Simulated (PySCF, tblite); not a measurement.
# C₅H₉Al: geometry, infrared bands and NMR shifts

Aim: predict the infrared bands and NMR shifts of C₅H₉Al (`C=C/[C]([AlH2])=C/C`).

Programs: tblite 0.8.0 and PySCF 2.14.0, with density-fitted response routines of our own. Each step states its level of theory. These are calculated values for one molecule in the gas phase, unless marked as measured. Atoms are numbered from 0 throughout.

## (1) The molecule as given

15 atoms, charge 0, multiplicity 1; geometry from: force field or distance geometry start.

Bonds of the start (Å): C0–C1 1.32, C1–C2 1.44, C2–Al3 1.99, C2–C4 1.34, C4–C5 1.51, C0–H6 1.10, C0–H7 1.10, C1–H8 1.12, Al3–H9 1.60, Al3–H10 1.61, C4–H11 1.07, C5–H12 1.08, C5–H13 1.09, C5–H14 1.12.

## (2) Optimising the geometry with GFN2-xTB

The job: settings as JSON, then the geometry in Å.

```
{"job": {"kind": "relax", "xc": "GFN2-xTB", "basis": "xTB"}, "charge": 0, "multiplicity": 1}
C      2.621300     0.547200     0.069600
C      1.640900    -0.195300     0.559600
C      0.262400    -0.113200     0.145100
Al    -0.357000     1.160500    -1.251800
C     -0.669000    -0.900500     0.697700
C     -2.090100    -0.766300     0.212000
H      2.441300     1.303400    -0.709900
H      3.639100     0.410300     0.464800
H      1.882000    -0.943200     1.351700
H     -0.374200     2.704700    -0.833900
H     -1.217500     0.620100    -2.498300
H     -0.383700    -1.606900     1.452500
H     -2.299200    -1.540400    -0.514700
H     -2.294800     0.212800    -0.228000
H     -2.805800    -0.885200     1.061600
```

Started as:

```sh
$ OMP_NUM_THREADS=1 python probes_run.py task.json out
```

This one command runs all jobs of the session in turn.

**Question.** This job is followed by: GFN2-xTB harmonic vibrations, gas phase; GIAO PBE0/pcSseg-1 NMR shielding, non-relativistic, gas phase. What will the session give for the following? strongest single infrared mode (GFN2-xTB); zero-point energy (GFN2-xTB); ¹³C shifts against TMS (PBE0/pcSseg-1); ¹H shifts against TMS (PBE0/pcSseg-1, means over atoms taken as alike); ²⁷Al shifts against AlH4- (PBE0/pcSseg-1).

**Answer**, as computed:

```
                                                              quantity                                   value
                             strongest single infrared mode (GFN2-xTB)                   1732 cm⁻¹, 462 km/mol
                                          zero-point energy (GFN2-xTB)                           70.0 kcal/mol
                                ¹³C shifts against TMS (PBE0/pcSseg-1)    159.2, 154.3, 154.1, 123.7, 28.3 ppm
¹H shifts against TMS (PBE0/pcSseg-1, means over atoms taken as alike)  6.87, 6.83, 5.84, 5.41, 5.36, 2.24 ppm
                             ²⁷Al shifts against AlH4- (PBE0/pcSseg-1)                               201.4 ppm
```

What this shows: Over 95 steps the energy fell by 0.301 eV; of the close pairs, Al3–H10 changed most, 1.608 to 1.556 Å. All 39 modes are real, so the xTB geometry is a minimum. The strongest single mode, at 1732 cm⁻¹, moves mainly H10. GFN2-xTB is a fitted tight-binding method: band positions and strengths are rough. Its intensities can rank the bands wrongly.
